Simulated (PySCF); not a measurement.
**CoOCl₂: structure of the doublet**

Aim: relax CoOCl₂ as a doublet from a trigonal pyramidal start, check by its vibrations whether the end is a minimum, and collect its spectrum and constants.

The runs use PySCF 2.14.0; PBE0, basis Co def2-TZVP, O def2-TZVP, Cl def2-TZVP, no relativity, density fitting.

### Step 1. The starting structure

4 atoms, charge 0, spin multiplicity 2.

Bond lengths: Co1–O2 1.600 Å, Co1–Cl3 2.100 Å, Co1–Cl4 2.100 Å. Angles: O2–Co1–Cl3 99.8°, O2–Co1–Cl4 99.7°, Cl3–Co1–Cl4 99.8°.

Z-matrix (Å, degrees; charge 0 multiplicity 2):
```
Co
O  1 1.6000
Cl 1 2.1000 2 99.75
Cl 1 2.1000 2 99.75 3 -101.77
```

### Step 2. First SCF at the start

One driver script runs all steps and calls PySCF; scf.py shows how it sets up the SCF of each step. The optimiser is the driver's own. After this first run the driver tries any further starts and a stability analysis.

The input, scf.py:

```python
from pyscf import gto, scf, dft
mol = gto.M(atom='''
Co     0.000000    -0.630410    -0.000010
O      1.599950    -0.617870     0.000030
Cl    -0.365930     0.672530    -1.605790
Cl    -0.365900     0.672520     1.605790''',
    basis={'Co': 'def2-TZVP', 'O': 'def2-TZVP', 'Cl': 'def2-TZVP'},
    charge=0, spin=1)
mf = dft.UKS(mol, xc='PBE0')
mf.grids.atom_grid = (50, 194)
aux = {'Co': 'def2-universal-JKFIT', 'O': 'def2-universal-JKFIT', 'Cl': 'def2-universal-JKFIT'}
mf = mf.density_fit(auxbasis=aux)
mf.conv_tol = 1e-08
mf.diis_space = 10
mf.max_cycle = 60
mf.init_guess = 'minao'
mf.verbose = 4
mf.kernel()
```

Started as:

```bash
OMP_NUM_THREADS=4 python axn.py task.json out
```

The runs that follow: Relaxing the doublet from the trigonal pyramidal start; Is it a minimum? Harmonic modes.

Before running it: what results should come out? Wanted: minimum; geometry; wavenumbers; dipole moment; highest occupied, lowest empty level; polar-tensor charge of Co1; zero-point energy; atomisation energy; ⟨S²⟩.

As calculated:

| quantity | value |
| --- | --- |
| minimum | broken-symmetry (Ms = 1/2), Cs |
| geometry | Co–Cl 2.090 Å (×2), Co–O 1.647 Å; Cl–Co–Cl 148.6°, Cl–Co–O 103.8° (×2) |
| wavenumbers (cm⁻¹) | 50 (a'), 133 (a'), 136 (a''), 363 (a'), 484 (a''), 598 (a') |
| dipole moment | 0.90 D |
| highest occupied, lowest empty level (either spin) | -8.93, -5.57 eV |
| polar-tensor charge of Co1 | +1.05 e |
| zero-point energy | 10.5 kJ/mol |
| entropy at 298.15 K | 344.0 J/(mol K) |
| atomisation energy (no zero-point energy) | 880 kJ/mol |
| ⟨S²⟩ | 1.830 |

The molecule stays Cs, as typed, and the end point is a minimum. The determinant is spin-contaminated (⟨S²⟩ = 1.83 against 0.75), so it is no pure spin state. The strongest infrared band lies at 484 cm⁻¹ (a'', stretch). The first SCF alone would have been 28 kJ/mol too high. Other starts or spin states, not run here, may lie lower. One determinant may miss the lowest occupation of an open d or f shell.
